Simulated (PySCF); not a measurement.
# AlAsH6: the cost of one run

Computed with PySCF 2.14.0 and routines of our own; the level stands in each step. Atoms count from 0.

### 1 The starting structure

8 atoms, charge 0, multiplicity 1; geometry from: GFN2-xTB.

### 2 Optimising the geometry at PBE0-D3(BJ)/def2-SVP

Job settings and geometry (Å):

```
{"job": {"xc": "PBE0", "basis": "def2-SVP", "d3": "d3bj", "grid": 1, "maxiter": 30, "shake": 0.01, "kind": "geom"}, "charge": 0, "multiplicity": 1}
Al    -1.354850    -0.070950     0.055010
As     1.127870     0.399050    -0.505670
H     -1.689520    -0.670330    -1.366960
H     -1.214770    -1.010250     1.275810
H     -1.680600     1.462130     0.316130
H      1.096490     0.564570     0.982610
H      2.651720     0.384100    -0.477160
H      1.118800    -1.077470    -0.332220
```

Command:

```
OMP_NUM_THREADS=1 python heavy_run.py task.json out
```

This one command runs all jobs of the session in turn.

**Question.** How long does this first job take on 1 thread of Arm Neoverse V2, shared host, and how much memory does it need?

About 27 s, with a peak of 0.34 GiB.
